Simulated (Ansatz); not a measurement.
# FH8N3OTi: the cost of one run

Program: Ansatz 0.2.0. Level of theory: RHF/def2-SVP. These are calculated values, not measurements.

## Step 1: Starting point

Bond lengths: Ti1–O2 2.270 Å, O2–H3 1.010 Å, Ti1–N4 2.060 Å, N4–H5 1.060 Å, N4–H6 1.060 Å, Ti1–N7 2.059 Å, N7–H8 1.060 Å, N7–H9 1.060 Å, Ti1–N10 2.059 Å, N10–H11 1.060 Å, N10–H12 1.060 Å, Ti1–F13 2.130 Å, Ti1–H14 2.232 Å. Angles (14 of 25 angles, heavy atoms first): O2–Ti1–N4 109.4°, O2–Ti1–N7 109.5°, O2–Ti1–N10 109.5°, O2–Ti1–F13 71.6°, N4–Ti1–N7 109.5°, N4–Ti1–N10 109.5°, N4–Ti1–F13 75.8°, N7–Ti1–N10 109.5°, N7–Ti1–F13 173.4°, N10–Ti1–F13 64.4°, Ti1–O2–H3 109.5°, O2–Ti1–H14 36.4°, N4–Ti1–H14 92.8°, N7–Ti1–H14 145.5°.

As a file:

```xyz
14

Ti    0.0000    0.0000    0.0000
O     0.0000    0.0000    2.2700
H    -0.9095   -0.2814    2.6071
N     1.9426    0.0000   -0.6860
H     2.4408   -0.9180   -0.8667
H     2.4438    0.9180   -0.8582
N    -0.9703    1.6810   -0.6860
H    -1.9904    1.6258   -0.9687
H    -0.4498    2.6017   -0.7565
N    -0.9703   -1.6810   -0.6860
H    -1.5052   -2.2973   -0.0095
H    -0.9349   -1.9302   -1.7156
F     0.7926   -1.8595    0.6716
H     0.5195   -1.2189    1.7956
```

## Step 2: Pulling towards end A

Springs on the bonds that form and break draw the guess towards this end; the thresholds are loose.

Input file input.yaml:

```yaml
crystal:
  periodic: [false, false, false]
  atoms:
    - { symbol: Ti, position_ang: [0.0, 0.0, 0.0] }
    - { symbol: O, position_ang: [0.0, 0.0, 2.27] }
    - { symbol: H, position_ang: [-0.9095, -0.2814, 2.6071] }
    - { symbol: "N", position_ang: [1.9426, 0.0, -0.686] }
    - { symbol: H, position_ang: [2.4408, -0.918, -0.8667] }
    - { symbol: H, position_ang: [2.4438, 0.918, -0.8582] }
    - { symbol: "N", position_ang: [-0.9703, 1.681, -0.686] }
    - { symbol: H, position_ang: [-1.9904, 1.6258, -0.9687] }
    - { symbol: H, position_ang: [-0.4498, 2.6017, -0.7565] }
    - { symbol: "N", position_ang: [-0.9703, -1.681, -0.686] }
    - { symbol: H, position_ang: [-1.5052, -2.2973, -0.0095] }
    - { symbol: H, position_ang: [-0.9349, -1.9302, -1.7156] }
    - { symbol: F, position_ang: [0.7926, -1.8595, 0.6716] }
    - { symbol: H, position_ang: [0.5195, -1.2189, 1.7956] }
basis:
  gaussian: { orbitals: def2-SVP }
hamiltonian:
  xc: hf
relax:
  f_tol: 0.15
  max_steps: 25
  restrain:
    - { distance: [0, 12], at: 3.03, k: 30.0 }
    - { distance: [13, 1], at: 2.21, k: 30.0 }
    - { distance: [0, 1], at: 1.92, k: 30.0 }
    - { distance: [13, 12], at: 0.92, k: 30.0 }
```

The run is started by

```
> ansatz run input.yaml --threads 4 --pin off --max-ram 5120MiB --backend cpu --events-out ev --progress --plain --runs-dir out
```

Q: Estimate wall time and peak memory on 4 threads of Intel Xeon Platinum 8259CL at 2.50GHz (Skylake/Cascade Lake), shared host.

About 65 s, with a peak of 0.43 GiB.
